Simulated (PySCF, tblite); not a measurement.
# C6H11FGeO2: geometry, infrared bands and NMR shifts

Wanted: the infrared bands and NMR shifts of C6H11FGeO2 (`[CH3][Ge@@H]1[C@@H](CF)C[C@@H]1OC=O`), by calculation.

The runs use tblite 0.8.0 and PySCF 2.14.0, with density-fitted response routines of our own; the level of theory stands in each step. All values are computed, except where a source is named. Atoms are numbered from 0 throughout.

### 1 The starting structure

21 atoms, charge 0, multiplicity 1; geometry from: force field or distance geometry start.

Bonds of the start (Å): C0–Ge1 1.93, Ge1–C2 1.94, C2–C3 1.53, C3–F4 1.37, C2–C5 1.52, C5–C6 1.54, C6–O7 1.43, O7–C8 1.39, C8–O9 1.25, C6–Ge1 1.95, C0–H10 1.12, C0–H11 1.10, C0–H12 1.12, Ge1–H13 1.55, C2–H14 1.13, C3–H15 1.13, C3–H16 1.11, C5–H17 1.12, C5–H18 1.12, C6–H19 1.11, C8–H20 1.09.

### 2 Optimising the geometry with GFN2-xTB

The job: settings as JSON, then the geometry in Å.

```
{"job": {"kind": "relax", "xc": "GFN2-xTB", "basis": "xTB"}, "charge": 0, "multiplicity": 1}
C     -0.400200     2.064800    -1.082800
Ge    -0.104400     0.154100    -1.012200
C     -1.218300    -0.719900     0.320900
C     -1.878200    -1.978300    -0.239900
F     -2.819400    -1.655400    -1.181500
C     -0.089400    -0.996700     1.301800
C      1.045700    -0.374500     0.471300
O      1.615400     0.758400     1.138100
C      2.687300     1.475100     0.610200
O      3.212100     1.149600    -0.480000
H     -1.320300     2.267900    -1.687000
H      0.462300     2.560000    -1.548700
H     -0.556700     2.463200    -0.044700
H      0.116300    -0.641100    -2.321400
H     -1.980400    -0.002500     0.739700
H     -2.386800    -2.528500     0.605800
H     -1.115000    -2.652000    -0.683400
H      0.088600    -2.086400     1.477200
H     -0.243000    -0.456300     2.271400
H      1.818400    -1.124800     0.189200
H      3.057200     2.340400     1.155500
```

Launch:

```
$ OMP_NUM_THREADS=1 python probes_run.py task.json out
```

The driver reads the jobs from task.json and runs them one after another.

**Question.** This job is followed by: GFN2-xTB harmonic vibrations, gas phase; GIAO PBE0/pcSseg-1 NMR shielding, non-relativistic, gas phase. Predict these results of the whole session: strongest single infrared mode (GFN2-xTB); zero-point energy (GFN2-xTB); 13C shifts against TMS (PBE0/pcSseg-1); 1H shifts against TMS (PBE0/pcSseg-1, means over atoms taken as alike); 73Ge shifts against GeMe4 (PBE0/pcSseg-1); 19F shifts against CFCl3 (PBE0/pcSseg-1); 17O shifts against H2O (PBE0/pcSseg-1).

As calculated:

```
                                                              quantity                                                     value
                             strongest single infrared mode (GFN2-xTB)                                     1912 cm⁻¹, 381 km/mol
                                          zero-point energy (GFN2-xTB)                                             98.6 kcal/mol
                                13C shifts against TMS (PBE0/pcSseg-1)                   168.0, 88.5, 76.2, 42.4, 31.6, -1.2 ppm
1H shifts against TMS (PBE0/pcSseg-1, means over atoms taken as alike)  8.07, 5.66, 5.29, 4.50, 4.38, 2.53, 2.26, 2.12, 0.54 ppm
                             73Ge shifts against GeMe4 (PBE0/pcSseg-1)                                                   -46 ppm
                              19F shifts against CFCl3 (PBE0/pcSseg-1)                                                -216.6 ppm
                                17O shifts against H2O (PBE0/pcSseg-1)                                          435.7, 235.6 ppm
```

Over 125 steps the energy fell by 1.012 eV; of the close pairs, Ge1–C2 changed most, 1.945 to 2.041 Å. All 57 modes are real, so the xTB geometry is a minimum. The strongest single mode, at 1912 cm⁻¹, moves mainly H13. Unscaled tight-binding wavenumbers are off by several per cent, some by more. Its intensities can rank the bands wrongly. At PBE0/pcSseg-1: The widest tensor belongs to O9: span 715 ppm, with a paramagnetic part of -504 ppm. Spin-orbit coupling is left out, which matters for shieldings and couplings at and beside the heavy atoms.
